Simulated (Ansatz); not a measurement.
# W4C4F: the cost of one run

Method: DFT PBE+D3(BJ), plane waves, PAW, scalar-relativistic, no spin polarisation, in Ansatz 0.2.0.

The COD cell was measured well above room temperature, so it is larger than a cold one.

1 further run of the same task is left out (it didn't finish).

## Step 1: The structure to begin with

The cell holds 18 atoms (C8F2W8): a = 5.699 Å, b = 5.699 Å, c = 15.197 Å, α = 90.00°, β = 90.00°, γ = 120.00°.

Its coordinates follow in the input file.

## Step 2: End point A

The input, input.yaml:

```yaml
crystal:
  lattice:
    - [5.6991, 0.0, 0.0]
    - [-2.84955, 4.935565, 0.0]
    - [0.0, 0.0, 15.197315]
  atoms:
    - { symbol: W, position: [0.0, 0.0, 0.0658011] }
    - { symbol: C, position: [0.3333333, 0.1666667, 0.1578637] }
    - { symbol: W, position: [0.0, 0.0, 0.2499264] }
    - { symbol: C, position: [0.3333333, 0.1666667, 0.341989] }
    - { symbol: W, position: [0.0, 0.5, 0.0658011] }
    - { symbol: C, position: [0.3333333, 0.6666667, 0.1578637] }
    - { symbol: W, position: [0.0, 0.5, 0.2499264] }
    - { symbol: C, position: [0.3333333, 0.6666667, 0.341989] }
    - { symbol: W, position: [0.5, 0.0, 0.0658011] }
    - { symbol: C, position: [0.8333333, 0.1666667, 0.1578637] }
    - { symbol: W, position: [0.5, 0.0, 0.2499264] }
    - { symbol: C, position: [0.8333333, 0.1666667, 0.341989] }
    - { symbol: W, position: [0.5, 0.5, 0.0658011] }
    - { symbol: C, position: [0.8333333, 0.6666667, 0.1578637] }
    - { symbol: W, position: [0.5, 0.5, 0.2499264] }
    - { symbol: C, position: [0.8333333, 0.6666667, 0.341989] }
    - { symbol: F, position: [0.5839986, 0.1517688, 0.4518769] }
    - { symbol: F, position: [0.4324602, -0.1357995, 0.4551669] }
basis:
  ecutwfc: 420.0
kpoints:
  mp_grid: { grid: [3, 3, 1] }
hamiltonian:
  xc: pbe
  dispersion: d3bj
  pseudopotentials: { kind: paw, azcp: { folder: soft_1 } }
scf:
  occupations: { method: gaussian, width: 0.15 }
  lower_state_search: "off"
relax:
  f_tol: 0.03
  max_steps: 60
  adjacent_minimum: "off"
  constraints: [{ sites: [0, 4, 8, 12] }]
```

On the command line:

```console
> ansatz run input.yaml --threads 2 --pin off --max-ram 5120MiB --backend cpu --events-out ev --progress --plain --runs-dir out
```

What time and memory should one allow on 2 threads of Arm Neoverse V1, shared host?

About 3 min, with a peak of 0.81 GiB.
